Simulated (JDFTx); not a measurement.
# Re (P6_3/mmc) in JDFTx: settings compared

One crystal, Re, is run at these levels: r2SCAN, PBE, LDA; tasks: relaxation of cell and atoms, single point.

All numbers are computed with JDFTx 1.7.0 (patched build); they aren't measurements. Logs are shortened: lines on timing, memory, paths and dates and some standing lists are left out, and cuts for length are marked. The log counts tension as positive stress, the text compression.

### 1 The structure

It takes space group P6_3/mmc (No. 194, hexagonal). Conventional cell: a = 2.766 Å, b = 2.766 Å, c = 8.939 Å, α = 90.00°, β = 90.00°, γ = 120.00°. Re (site symmetry -6m2) has 12 Re at 2.75 to 2.77 Å as nearest neighbours. Re (site symmetry -3m) has 12 Re at 2.75 to 2.77 Å as nearest neighbours.

### 2 Relaxation of cell and atoms, r2SCAN

Re.in reads:

```
lattice \
    5.2277145291    -2.6138572644     0.0000000000 \
    0.0000000000     4.5273335859     0.0000000000 \
    0.0000000000     0.0000000000    16.8919692228
coords-type Cartesian
ion Re     2.6138572648     1.5091111951    12.6689769171 1
ion Re     0.0000000000     0.0000000000     8.4459846114 1
ion Re    -0.0000000002     3.0182223907     4.2229923057 1
ion Re     0.0000000000     0.0000000000     0.0000000000 1

ion-species pseudo/Re.upf
elec-cutoff 40 320
elec-ex-corr mgga-x-r2scan mgga-c-r2scan
kpoint-folding 4 4 1
elec-smearing Fermi 0.0018374661
elec-n-bands 39
electronic-SCF nIterations 100 energyDiffThreshold 1e-09
electronic-minimize nIterations 30 energyDiffThreshold 1e-7
forces-output-coords Cartesian
lattice-minimize nIterations 40 energyDiffThreshold 1e-6

dump-name run.$VAR
dump End Ecomponents EigStats BandEigs Kpoints Forces Stress ElecDensity KEdensity
```

Potentials or basis: SG15-PBE-1.2 with smoothed tails.

Started as:

```bash
$ jdftx -c 1 -i Re.in -o Re.out
```

The log of the run:

```text
*************** JDFTx 1.7.0 (patched build) ***************

Input parsed successfully to the following command list (including defaults):
[... the input with its defaults ...]

---------- Setting up symmetries ----------

Found 24 point-group symmetries of the bravais lattice
Found 24 space-group symmetries with basis
Applied RMS atom displacement 2.09165e-10 bohrs to make symmetries exact.

---------- Initializing the Grid ----------
R =
[      5.22771     -2.61386            0  ]
[            0      4.52733            0  ]
[            0            0       16.892  ]
unit cell volume = 399.792
G =
[     1.2019   0.693917         -0  ]
[          0    1.38783          0  ]
[          0         -0   0.371963  ]
Minimum fftbox size, Smin = [  44  44  140  ]
Chosen fftbox size, S = [  48  48  140  ]

---------- Initializing tighter grid for wavefunction operations ----------
R =
[      5.22771     -2.61386            0  ]
[            0      4.52733            0  ]
[            0            0       16.892  ]
unit cell volume = 399.792
G =
[     1.2019   0.693917         -0  ]
[          0    1.38783          0  ]
[          0         -0   0.371963  ]
Minimum fftbox size, Smin = [  32  32  100  ]
Chosen fftbox size, S = [  32  32  100  ]

---------- Exchange Correlation functional ----------
Initialized LibXC exchange functional 'Re-regularized SCAN exchange by Furness et al'
Initialized LibXC correlation functional 'Re-regularized SCAN correlation by Furness et al'

---------- Setting up pseudopotentials ----------
Width of ionic core gaussian charges (only for fluid interactions / plotting) set to 0

Reading pseudopotential file 'pseudo/Re.upf':
  'Re' pseudopotential, 'PBE' functional
  Generated using ONCVPSP code by D. R. Hamann
  15 valence electrons, 0 orbitals, 8 projectors, 602 radial grid points, with lMax = 3
  Core radius for overlap checks: 2.38 bohrs.

Initialized 1 species with 4 total atoms.

Folded 1 k-points by 4x4x1 to 16 k-points.

---------- Setting up k-points, bands, fillings ----------
Reduced to 4 k-points under symmetry.
Computing the number of bands and number of electrons
Calculating initial fillings.
nElectrons:  60.000000   nBands: 39   nStates: 4

----- Setting up reduced wavefunction bases (one per k-point) -----
average nbasis = 4835.688 , ideal nbasis = 4830.795

---------- Setting up ewald sum ----------
Optimum gaussian width for ewald sums = 2.332625 bohr.
Real space sum over 1183 unit cells with max indices [  6  6  3  ]
Reciprocal space sum over 3025 terms with max indices [  5  5  12  ]

---------- Allocating electronic variables ----------
Initializing wave functions:  (No orbitals for LCAO)  bandwidth-limited random numbers

--------- Lattice Minimization ---------

Setting the auxilliary hamiltonian equal to the subspace hamiltonian.

-------- Electronic minimization -----------
Will mix electronic and kinetic density at each iteration.
	FillingsUpdate:  mu: +1.605127391  nElectrons: 60.000000
	FillingsUpdate:  mu: +0.062639658  nElectrons: 60.000000
SCF: Cycle:  0   F: -307.234563315911998   dF: -6.868e+01   |Residual|: 1.470e+01   |deigs|: 1.859e+00
	FillingsUpdate:  mu: +0.442341607  nElectrons: 60.000000
SCF: Cycle:  1   F: -309.522955763929758   dF: -2.288e+00   |Residual|: 1.063e+01   |deigs|: 6.353e-01
	FillingsUpdate:  mu: +0.210014039  nElectrons: 60.000000
SCF: Cycle:  2   F: +446.735148474145149   dF: +7.563e+02   |Residual|: 1.583e+02   |deigs|: 4.731e+02
	FillingsUpdate:  mu: -31.997194466  nElectrons: 60.000000
SCF: Cycle:  3   F: +733.697163418998571   dF: +2.870e+02   |Residual|: 1.653e+02   |deigs|: 1.012e+03
	FillingsUpdate:  mu: +1.251519205  nElectrons: 60.000000
SCF: Cycle:  4   F: +494.301307892932300   dF: -2.394e+02   |Residual|: 1.429e+02   |deigs|: 1.309e+03
	FillingsUpdate:  mu: -174.609735954  nElectrons: 60.000000
SCF: Cycle:  5   F: +1076.272289243631121   dF: +5.820e+02   |Residual|: 2.416e+02   |deigs|: 5.091e+04
	FillingsUpdate:  mu: -66.382817212  nElectrons: 60.000000
[... 13 lines left out ...]
SCF: Cycle: 92   F: -319.709117783429178   dF: -1.216e-02   |Residual|: 6.009e-01   |deigs|: 1.628e-02
	FillingsUpdate:  mu: +0.890221245  nElectrons: 60.000000
SCF: Cycle: 93   F: -319.710160222401612   dF: -1.042e-03   |Residual|: 6.037e-01   |deigs|: 6.031e-03
	FillingsUpdate:  mu: +0.889835476  nElectrons: 60.000000
SCF: Cycle: 94   F: -319.710665317177472   dF: -5.051e-04   |Residual|: 6.114e-01   |deigs|: 8.042e-03
	FillingsUpdate:  mu: +0.888668348  nElectrons: 60.000000
SCF: Cycle: 95   F: -319.709769286735423   dF: +8.960e-04   |Residual|: 6.299e-01   |deigs|: 6.791e-03
	FillingsUpdate:  mu: +0.814138770  nElectrons: 60.000000
SCF: Cycle: 96   F: -266.390702032994852   dF: +5.332e+01   |Residual|: 1.624e+01   |deigs|: 3.169e-01
	FillingsUpdate:  mu: +0.886433120  nElectrons: 60.000000
SCF: Cycle: 97   F: -319.666595438073500   dF: -5.328e+01   |Residual|: 7.261e-01   |deigs|: 3.255e-01
	FillingsUpdate:  mu: +0.884192082  nElectrons: 60.000000
SCF: Cycle: 98   F: -319.691145854161675   dF: -2.455e-02   |Residual|: 7.492e-01   |deigs|: 3.513e-02
	FillingsUpdate:  mu: +0.886532110  nElectrons: 60.000000
SCF: Cycle: 99   F: -319.692725738538911   dF: -1.580e-03   |Residual|: 6.287e-01   |deigs|: 1.331e-02
SCF: None of the convergence criteria satisfied after 100 iterations.

WARNING: filled levels still moved by 1.2e-02 Eh in the last cycle and may be farther than that from their end: converge the SCF further.
Setting wave functions to eigenvectors of Hamiltonian
# Lattice vectors:
R =
[      5.22771     -2.61386            0  ]
[            0      4.52733            0  ]
[            0            0       16.892  ]
unit cell volume = 399.792
[... 23 lines left out ...]
# Energy components:
   Eewald =     -280.0555084236258949
       EH =       39.3304654072769253
     Eloc =     -209.4274435813393609
      Enl =       69.5556268696525422
      Exc =      -34.3236871905579193
       KE =       95.2285300232257299
-------------------------------------
     Etot =     -319.6920168953679422
       TS =        0.0007088431709501
-------------------------------------
        F =     -319.6927257385389112

LatticeMinimize: Iter:   0  F: -319.692725738538911  |grad|_K:  3.862e-02

-------- Electronic minimization -----------
Will mix electronic and kinetic density at each iteration.
	FillingsUpdate:  mu: +0.886532110  nElectrons: 60.000000
	FillingsUpdate:  mu: +0.883548508  nElectrons: 60.000000
SCF: Cycle:  0   F: -319.434071898098807   dF: +2.555e-01   |Residual|: 6.789e-01   |deigs|: 2.051e-02
	FillingsUpdate:  mu: +0.882203033  nElectrons: 60.000000
SCF: Cycle:  1   F: -319.459963357706101   dF: -2.589e-02   |Residual|: 7.280e-01   |deigs|: 1.420e-02
	FillingsUpdate:  mu: +0.896811278  nElectrons: 60.000000
[... 12 further cycles ...]
SCF: Cycle: 14   F: -319.712452139048310   dF: -6.775e-10   |Residual|: 7.909e-06   |deigs|: 6.999e-07
	FillingsUpdate:  mu: +0.895959831  nElectrons: 60.000000
SCF: Cycle: 15   F: -319.712452139222819   dF: -1.745e-10   |Residual|: 5.272e-06   |deigs|: 5.456e-07
SCF: Converged (|Delta E|<1.000000e-09 for 2 iters).
[... 385 lines left out ...]
# Energy components:
   Eewald =     -281.0757466544735621
       EH =       38.9407784979925182
     Eloc =     -207.9652433509796197
      Enl =       69.4806932359494880
      Exc =      -34.3523528478465465
       KE =       95.2589822546530343
-------------------------------------
     Etot =     -319.7128888647047233
       TS =        0.0008787821650936
-------------------------------------
        F =     -319.7137676468698260

LatticeMinimize: Iter:   7  F: -319.713767646869826  |grad|_K:  1.271e-05  alpha:  1.000e+00  linmin:  3.034e-02
LatticeMinimize: Converged (|Delta F|<1.000000e-06 for 2 iters).

Dumping 'run.eigStats' ...
	eMin: -2.136511 at state 0 ( [ +0.000000 +0.000000 +0.000000 ] spin 0 )
	HOMO: +0.885467 at state 1 ( [ +0.000000 +0.250000 +0.000000 ] spin 0 )
	mu  : +0.899263
	LUMO: +0.900113 at state 2 ( [ +0.000000 +0.500000 +0.000000 ] spin 0 )
	eMax: +1.153344 at state 3 ( [ +0.250000 +0.250000 +0.000000 ] spin 0 )
	HOMO-LUMO gap: +0.014646
	Optical gap  : +0.031832 at state 1 ( [ +0.000000 +0.250000 +0.000000 ] spin 0 )
Done!
[note: the HOMO, LUMO and gaps printed at the end count levels as full or empty at half filling, so they show a gap where a level is partly filled]
```

It took 8 min on 1 thread of Intel Xeon 6975P-C (Granite Rapids), shared host; peak memory 0.24 GiB.

The run converged, but some of its settings lie outside the range that counts as converged, so its numbers aren't taken as properties of the crystal.

Results:

```yaml
Free_energy: -8699.8548 eV
Relaxed_volume: 14.64 Å³/atom
Relaxed_cell: a = 2.778 Å, b = 2.778 Å, c = 8.761 Å, α = 90.00°, β = 90.00°, γ = 120.00°
Space_group_after_relaxing_to_0.05_Å: P6_3/mmc (No. 194)
Pressure_after_relaxing: 0.0 GPa
Band_gap_on_the_k_mesh: none (metal or under the smearing width)
```

Caveat: the k mesh is coarse (spacing up to 0.70 Å⁻¹), so the values aren't converged; the electrons didn't converge at some earlier steps; the potentials were made for another functional, which shifts forces and pressure.

### 3 Single point, PBE

Re.in reads:

```
include Re.lattice
coords-type Lattice
include Re.ionpos

ion-species pseudo/Re.upf
elec-cutoff 36 288
elec-ex-corr gga-PBE
kpoint-folding 3 3 1
elec-smearing Fermi 0.0018374661
elec-n-bands 39
electronic-SCF nIterations 100 energyDiffThreshold 1e-09
electronic-minimize nIterations 30 energyDiffThreshold 1e-7
converge-empty-states yes
forces-output-coords Cartesian

dump-name run.$VAR
dump End Ecomponents EigStats BandEigs Kpoints Forces Stress ElecDensity Dtot KEdensity
```

Re.lattice reads:

```
lattice \
    5.2277145291    -2.6138572644     0.0000000000 \
    0.0000000000     4.5273335859     0.0000000000 \
    0.0000000000     0.0000000000    16.8919692228
```

Re.ionpos reads:

```
ion Re     0.6666666667     0.3333333333     0.7500000000 1
ion Re     0.0000000000     0.0000000000     0.5000000000 1
ion Re     0.3333333333     0.6666666667     0.2500000000 1
ion Re     0.0000000000     0.0000000000     0.0000000000 1
```

Potentials or basis: PseudoDojo-SR-PBE-0.4.1-standard with smoothed tails.

Started as:

```bash
$ jdftx -c 1 -i Re.in -o Re.out
```

The log of the run:

```text
*************** JDFTx 1.7.0 (patched build) ***************

Input parsed successfully to the following command list (including defaults):
[... the input with its defaults ...]

---------- Setting up symmetries ----------

Found 24 point-group symmetries of the bravais lattice
Found 24 space-group symmetries with basis
Applied RMS atom displacement 2.13421e-10 bohrs to make symmetries exact.

---------- Initializing the Grid ----------
R =
[      5.22771     -2.61386            0  ]
[            0      4.52733            0  ]
[            0            0       16.892  ]
unit cell volume = 399.792
G =
[     1.2019   0.693917         -0  ]
[          0    1.38783          0  ]
[          0         -0   0.371963  ]
Minimum fftbox size, Smin = [  40  40  132  ]
Chosen fftbox size, S = [  40  40  140  ]

---------- Initializing tighter grid for wavefunction operations ----------
R =
[      5.22771     -2.61386            0  ]
[            0      4.52733            0  ]
[            0            0       16.892  ]
unit cell volume = 399.792
G =
[     1.2019   0.693917         -0  ]
[          0    1.38783          0  ]
[          0         -0   0.371963  ]
Minimum fftbox size, Smin = [  32  32  92  ]
Chosen fftbox size, S = [  32  32  96  ]

---------- Exchange Correlation functional ----------
Initalized PBE GGA exchange.
Initalized PBE GGA correlation.
[... 74 lines left out ...]
SCF: Cycle: 12   F: -321.302040026735540   dF: -1.567e-08   |Residual|: 7.309e-06   |deigs|: 1.738e-06
	FillingsUpdate:  mu: +0.890564250  nElectrons: 60.000000
SCF: Cycle: 13   F: -321.302040033136393   dF: -6.401e-09   |Residual|: 4.208e-06   |deigs|: 9.610e-07
	FillingsUpdate:  mu: +0.890563983  nElectrons: 60.000000
SCF: Cycle: 14   F: -321.302040036033986   dF: -2.898e-09   |Residual|: 1.516e-06   |deigs|: 5.705e-07
	FillingsUpdate:  mu: +0.890564057  nElectrons: 60.000000
SCF: Cycle: 15   F: -321.302040037258109   dF: -1.224e-09   |Residual|: 4.251e-06   |deigs|: 2.308e-07
	FillingsUpdate:  mu: +0.890564067  nElectrons: 60.000000
SCF: Cycle: 16   F: -321.302040037567508   dF: -3.094e-10   |Residual|: 1.058e-05   |deigs|: 2.422e-07
	FillingsUpdate:  mu: +0.890564075  nElectrons: 60.000000
SCF: Cycle: 17   F: -321.302040038110249   dF: -5.427e-10   |Residual|: 4.806e-06   |deigs|: 3.093e-07
SCF: Converged (|Delta E|<1.000000e-09 for 2 iters).

Setting wave functions to eigenvectors of Hamiltonian
Converging empty states (this may take a while): |deigs|: 2.025e-06

# Stress tensor in Cartesian coordinates [Eh/a0^3]:
[ -0.000458157 -1.51797e-14            0  ]
[ -1.51797e-14 -0.000458157            0  ]
[            0            0 -0.000322226  ]

# Ionic positions in lattice coordinates:
ion Re   0.666666666666667   0.333333333333333   0.750000000000000 1
ion Re   0.000000000000000   0.000000000000000   0.500000000000000 1
ion Re   0.333333333333333   0.666666666666667   0.250000000000000 1
ion Re   0.000000000000000   0.000000000000000   0.000000000000000 1

# Forces in Cartesian coordinates:
force Re  -0.000000000000000  -0.000000000000000   0.000000000000000 1
force Re   0.000000000000000   0.000000000000000   0.000000000000000 1
force Re   0.000000000000000   0.000000000000000   0.000000000000000 1
force Re   0.000000000000000  -0.000000000000000   0.000000000000000 1

# Energy components:
   Eewald =     -280.0555084236258949
       EH =       38.0425008512040392
     Eloc =     -146.2425148227590057
      Enl =       15.3229505227415395
      Exc =      -69.2517563858088749
 Exc_core =       25.8220188521047795
       KE =       95.0635515723936919
-------------------------------------
     Etot =     -321.2987578337496188
       TS =        0.0032822043606457
-------------------------------------
        F =     -321.3020400381102490

IonicMinimize: Iter:   0  F: -321.302040038110249  |grad|_K:  3.413e-36
IonicMinimize: Converged (|grad|_K<1.000000e-04).

#--- Lowdin population analysis ---
# oxidation-state Re +0.158 +0.124 +0.158 +0.124

Dumping 'run.eigStats' ...
	eMin: -2.057103 at state 0 ( [ +0.000000 +0.000000 +0.000000 ] spin 0 )
	HOMO: +0.890291 at state 1 ( [ +0.000000 +0.333333 +0.000000 ] spin 0 )
	mu  : +0.890564
	LUMO: +0.892107 at state 1 ( [ +0.000000 +0.333333 +0.000000 ] spin 0 )
	eMax: +1.140263 at state 2 ( [ +0.333333 +0.333333 +0.000000 ] spin 0 )
	HOMO-LUMO gap: +0.001815
	Optical gap  : +0.001815 at state 1 ( [ +0.000000 +0.333333 +0.000000 ] spin 0 )
Done!
```

It took 40 s on 1 thread of AMD EPYC 7R43 (Zen 3), shared host; peak memory 0.11 GiB.

The run converged, but some of its settings lie outside the range that counts as converged, so its numbers aren't taken as properties of the crystal.

Results:

```yaml
Free_energy: -8743.0739 eV
Pressure: 12.1 GPa
Band_gap_on_the_k_mesh: none (metal or under the smearing width)
```

Caveat: the k mesh is coarse (spacing up to 0.87 Å⁻¹), so the values aren't converged.

[end of part 1 of 2]
